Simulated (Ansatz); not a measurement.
# In4Ru: the cost of one run

Computed with Ansatz 0.2.0 (DFT PBE, scalar-relativistic, plane waves, PAW, unless a step's input says otherwise).

## (1) The starting structure

The structure is cubic, space group F-43m (No. 216). The conventional cell has a = 7.779 Å, b = 7.779 Å, c = 7.779 Å, α = 90.00°, β = 90.00°, γ = 90.00°. In (site symmetry 3m) has 3 In at 2.52 Å as nearest neighbours. Around Ru (site symmetry -43m) lie 12 In at 3.20 Å.

Coordinates:

```cif
data_structure
_symmetry_space_group_name_H-M 'F-43m'
_symmetry_Int_Tables_number 216
_cell_length_a 7.7788
_cell_length_b 7.7788
_cell_length_c 7.7788
_cell_angle_alpha 90.000
_cell_angle_beta 90.000
_cell_angle_gamma 90.000
_cell_volume 470.69
loop_
_atom_site_label
_atom_site_type_symbol
_atom_site_symmetry_multiplicity
_atom_site_Wyckoff_symbol
_atom_site_fract_x
_atom_site_fract_y
_atom_site_fract_z
_atom_site_occupancy
In1 In 16 e 0.11454 0.38546 0.61454 1
Ru1 Ru 4 c 0.25000 0.25000 0.25000 1
```

The cell is invented: random cell by space group and Wyckoff sites (F-43m, No. 216). The dimensions are guesses.

## (2) The guess as it stands, on a coarse mesh

input.yaml

```yaml
crystal:
  lattice:
    - [0.0, 3.88938071, 3.88938071]
    - [3.88938071, 0.0, 3.88938071]
    - [3.88938071, 3.88938071, 0.0]
  atoms:
    - { symbol: In, position: [0.1145396, 0.1145396, 0.1145396] }
    - { symbol: In, position: [0.1145396, 0.1145396, 0.65638119] }
    - { symbol: In, position: [0.1145396, 0.65638119, 0.1145396] }
    - { symbol: In, position: [0.65638119, 0.1145396, 0.1145396] }
    - { symbol: Ru, position: [0.75, 0.75, 0.75] }
basis:
  ecutwfc: 420
kpoints:
  mp_grid: { grid: [4, 4, 4] }
hamiltonian:
  xc: pbe
scf:
  occupations: { method: gaussian, width: 0.1 }
  lower_state_search: "off"
output:
  forces: true
  stress: true
  eigenvalues: true
```

The run is started by

```
$ ansatz run input.yaml --threads 1 --pin off --max-ram 2560MiB --backend cpu --events-out ev --progress --plain --runs-dir out
```

**Question.** How long does this run take on 1 thread of Arm Neoverse V1, shared host, and how much memory does it need?

About 3.8 s, with a peak of 0.33 GiB.
